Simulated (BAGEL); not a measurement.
# UHF/3-21G (density fitting with qzvpp-jkfit) run of C3H4BO (SMILES C#C[B]OC)

Aim: the electronic atomisation energy of C3H4BO at UHF/3-21G (density fitting with qzvpp-jkfit), from 5 runs. 

The results are computed with BAGEL 1.2.2.

14 further runs of the same task are left out: 14 set aside as unsound or not needed.

**1. The system as given**

C3H4BO has 9 atoms, charge 0, and is taken as a doublet. As SMILES, `C#C[B]OC`. The shape is that of a GFN2-xTB optimisation. This is one conformer, not always the lowest.

Bond lengths: C1–C2 1.220 Å, C2–B3 1.466 Å, B3–O4 1.304 Å, O4–C5 1.425 Å, C1–H6 1.051 Å, C5–H7 1.091 Å, C5–H8 1.091 Å, C5–H9 1.093 Å. Angles: C1–C2–B3 168.1°, C2–B3–O4 140.9°, B3–O4–C5 127.5°, C2–C1–H6 175.9°, O4–C5–H7 108.1°, O4–C5–H8 108.3°, O4–C5–H9 111.3°, H7–C5–H8 109.4°, H7–C5–H9 109.9°, H8–C5–H9 109.7°.

**2. A single-point energy at UHF/3-21G (density fitting with qzvpp-jkfit)**

Contents of input.json:

```json
{ "bagel" : [

{
  "title" : "molecule",
  "basis" : "3-21g",
  "df_basis" : "qzvpp-jkfit",
  "angstrom" : "true",
  "geometry" : [
    { "atom" : "C", "xyz" : [       2.004130,       1.283080,       1.315160 ] },
    { "atom" : "C", "xyz" : [       1.415540,       0.586780,       0.505000 ] },
    { "atom" : "B", "xyz" : [       0.988000,      -0.312170,      -0.571450 ] },
    { "atom" : "O", "xyz" : [      -0.089210,      -0.847520,      -1.075400 ] },
    { "atom" : "C", "xyz" : [      -1.433080,      -0.676810,      -0.631730 ] },
    { "atom" : "H", "xyz" : [       2.444280,       1.897470,       2.045090 ] },
    { "atom" : "H", "xyz" : [      -2.038720,      -0.381050,      -1.489980 ] },
    { "atom" : "H", "xyz" : [      -1.791710,      -1.632820,      -0.247430 ] },
    { "atom" : "H", "xyz" : [      -1.499240,       0.083050,       0.150750 ] }
  ]
},

{ "title" : "uhf", "nopen" : 1 },

{ "title" : "print", "file" : "orbitals.molden", "orbitals" : "true" }

]}
```

The run is started by

```console
$ BAGEL_NUM_THREADS=1 BAGEL input.json > input.out
```

The log of the run:

```text
* using 1 threads per process

  ===============================================================
  ===============================================================

  *** Geometry ***

  { "atom" : "C", "xyz" : [      3.787257,      2.424670,      2.485292 ] },
  { "atom" : "C", "xyz" : [      2.674983,      1.108853,      0.954312 ] },
  { "atom" : "B", "xyz" : [      1.867049,     -0.589916,     -1.079884 ] },
  { "atom" : "O", "xyz" : [     -0.168582,     -1.601581,     -2.032211 ] },
  { "atom" : "C", "xyz" : [     -2.708129,     -1.278986,     -1.193797 ] },
  { "atom" : "H", "xyz" : [      4.619020,      3.585699,      3.864660 ] },
  { "atom" : "H", "xyz" : [     -3.852622,     -0.720080,     -2.815654 ] },
  { "atom" : "H", "xyz" : [     -3.385841,     -3.085583,     -0.467575 ] },
  { "atom" : "H", "xyz" : [     -2.833153,      0.156942,      0.284876 ] },

  Number of auxiliary basis functions:      449

  Since a DF basis is specified, we compute 2- and 3-index integrals:
    o Being stored without compression. Storage requirement is 0.010 GB

  Number of basis functions:       53
  Number of electrons      :       35

    * METHOD: MOLECULE                             0.15

  *** Open-shell HF ***

  === Nuclear Repulsion ===
   129.4054889993

      * DIIS with orbital gradients will be used.

  === UHF iteration (3-21g) ===
      0       -214.08983653          0.03992279           0.06
      1       -214.18731218          0.02082140           0.06
      2       -214.20517939          0.01244682           0.06
      3       -214.21266908          0.00172503           0.07
      4       -214.21400727          0.00070358           0.06
      5       -214.21441300          0.00030499           0.07
      6       -214.21469066          0.00019986           0.07
      7       -214.21483343          0.00016195           0.08
      8       -214.21503170          0.00014432           0.07
      9       -214.21553646          0.00009387           0.07
     10       -214.21590179          0.00005589           0.07
     11       -214.21602814          0.00003435           0.07
     12       -214.21612594          0.00002094           0.07
     13       -214.21618421          0.00001837           0.07
     14       -214.21622943          0.00001414           0.07
     15       -214.21627319          0.00001090           0.07
     16       -214.21627343          0.00000631           0.06
     17       -214.21627566          0.00000659           0.07
     18       -214.21627731          0.00000365           0.07
     19       -214.21627724          0.00000137           0.08
     20       -214.21627734          0.00000041           0.07
     21       -214.21627734          0.00000021           0.09
     22       -214.21627735          0.00000012           0.08
     23       -214.21627735          0.00000006           0.07
     24       -214.21627735          0.00000005           0.10
     25       -214.21627735          0.00000004           0.08
     26       -214.21627735          0.00000002           0.07
     27       -214.21627735          0.00000001           0.06
    * SCF iteration converged.

    * S^2 (UHF) is 0.9371

    * Permanent dipole moment:
           (    0.850102,    -0.354949,    -0.604197) a.u.

    * METHOD: UHF                                  2.12

    * METHOD: PRINT                                0.01

  ===============================================================
```

It took 2.8 s on 1 thread of Intel Xeon Platinum 8375C at 2.90GHz (Ice Lake), shared host; peak memory 0.079 GiB.

**3. The B atom**

Contents of calc.json:

```json
{ "bagel": [

{
  "title": "molecule",
  "basis": "3-21g",
  "df_basis": "qzvpp-jkfit",
  "angstrom": true,
  "geometry": [
    { "atom": "B", "xyz": [    0.000000,    0.000000,    0.000000 ] }
  ]
},
{
  "title": "uhf",
  "nopen": 1
},
{
  "title": "print",
  "file": "orbitals.molden",
  "orbitals": true
}

]}
```

Run the same way, it converges to -24.38978 Eh (log not shown).

**4. The C atom**

Contents of input.json:

```json
{ "bagel": [

{
  "title": "molecule",
  "basis": "3-21g",
  "df_basis": "qzvpp-jkfit",
  "angstrom": "true",
  "geometry": [
    { "atom": "C", "xyz": [       0.000000,       0.000000,       0.000000 ] }
  ]
},

{ "title": "uhf", "nopen": 2 },

{ "title": "print", "file": "orbitals.molden", "orbitals": "true" }

]}
```

Run the same way, it converges to -37.48108 Eh (log not shown).

**5. The H atom, same level**

Contents of calc.json:

```json
{ "bagel" : [

{
  "title" : "molecule",
  "basis" : "3-21g",
  "df_basis" : "qzvpp-jkfit",
  "angstrom" : true,
  "geometry" : [
    { "atom" : "H", "xyz" : [    0.000000,    0.000000,    0.000000 ] }
  ]
},
{
  "title" : "uhf",
  "nopen" : 1
},
{
  "title" : "print",
  "file" : "orbitals.molden",
  "orbitals" : true
}

]}
```

Run the same way, it converges to -0.49620 Eh (log not shown).

**6. The O atom at the same level**

Contents of input.json:

```json
{ "bagel" : [

{
  "title" : "molecule",
  "basis" : "3-21g",
  "df_basis" : "qzvpp-jkfit",
  "angstrom" : "true",
  "geometry" : [
    { "atom" : "O", "xyz" : [       0.000000,       0.000000,       0.000000 ] }
  ]
},

{ "title" : "uhf", "charge" : 0, "nopen" : 2 },

{ "title" : "print", "file" : "orbitals.molden", "orbitals" : "true" }

]}
```

Run the same way, it converges to -74.39351 Eh (log not shown).

**7. Outcome**

Level: UHF/3-21G (density fitting with qzvpp-jkfit).

| quantity | value |
| --- | --- |
| molecule: total energy | -214.21628 Eh |
| molecule: dipole moment | 2.80 D |
| molecule: ⟨S²⟩ | 0.937 |
| B atom: total energy | -24.38978 Eh |
| B atom: dipole moment | 0.00 D |
| B atom: ⟨S²⟩ | 0.750 |
| C atom: total energy | -37.48108 Eh |
| C atom: dipole moment | 0.00 D |
| C atom: ⟨S²⟩ | 2.001 |
| H atom: total energy | -0.49620 Eh |
| H atom: dipole moment | 0.00 D |
| H atom: ⟨S²⟩ | 0.750 |
| O atom: total energy | -74.39351 Eh |
| O atom: dipole moment | 0.00 D |
| O atom: ⟨S²⟩ | 2.001 |
| electronic atomisation energy | 27.346 eV |

**Reading.** Taking the molecule apart into free atoms costs 27.35 eV (2639 kJ/mol), before zero-point energy and without spin-orbit coupling. Hartree–Fock lacks the correlation of the bonding pairs, which as a rule makes this value much too low; in minimal bases other errors can mask that. The basis has no polarisation functions, which makes bonds too weak. ⟨S²⟩ (molecule) is 0.94 where a pure doublet has 0.75: the reference is spin-contaminated.
